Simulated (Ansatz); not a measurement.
# Li2ClF: the cost of one run

Program: Ansatz 0.2.0. Level of theory: reference: DFT, r2SCAN, plane waves, PAW. These are calculated values, not measurements.

### Step 1. The system as given

It takes space group P4/mmm (No. 123, tetragonal). The conventional cell has a = 3.343 Å, b = 3.343 Å, c = 4.601 Å, α = 90.00°, β = 90.00°, γ = 90.00°. Around F (site symmetry 4/mmm) lie 6 Li at 2.30 to 2.36 Å. Li (site symmetry 4/mmm) is surrounded by 2 F at 2.30 Å and 4 Cl at 2.36 Å. Cl (site symmetry 4/mmm) is surrounded by 6 Li at 2.30 to 2.36 Å. Around Li (site symmetry 4/mmm) lie 2 Cl at 2.30 Å and 4 F at 2.36 Å.

As a file:

```
CELL_PARAMETERS angstrom
3.34315 0.00000 0.00000
0.00000 3.34315 0.00000
0.00000 0.00000 4.60128
ATOMIC_POSITIONS crystal
F 0.00000 0.00000 0.00000
Li 0.00000 0.00000 0.50000
Cl 0.50000 0.50000 0.50000
Li 0.50000 0.50000 0.00000
```

### Step 2. Baseline

input.yaml reads:

```yaml
crystal:
  lattice:
    - [3.3431460528, 0.0, 0.0]
    - [0.0, 3.3431460528, 0.0]
    - [0.0, 0.0, 4.6012771269]
  atoms:
    - { symbol: F, position: [0.0, 0.0, 0.0] }
    - { symbol: Li, position: [0.0, 0.0, 0.5] }
    - { symbol: Cl, position: [0.5, 0.5, 0.5] }
    - { symbol: Li, position: [0.5, 0.5, 0.0] }
kpoints:
  mp_grid: { grid: [6, 6, 4] }
hamiltonian:
  xc: r2scan
scf:
  occupations: { method: fixed }
  n_extra_bands: 5
output:
  forces: true
  stress: true
  eigenvalues: true
```

On the command line:

```sh
$ ansatz run input.yaml --threads 4 --pin off --max-ram 3686MiB --backend cpu --events-out ev --progress --plain --runs-dir out
```

**Question.** How long does this run take on 4 threads of Intel Xeon 6975P-C (Granite Rapids), shared host, and how much memory does it need?

About 1.3 s, with a peak of 0.46 GiB.
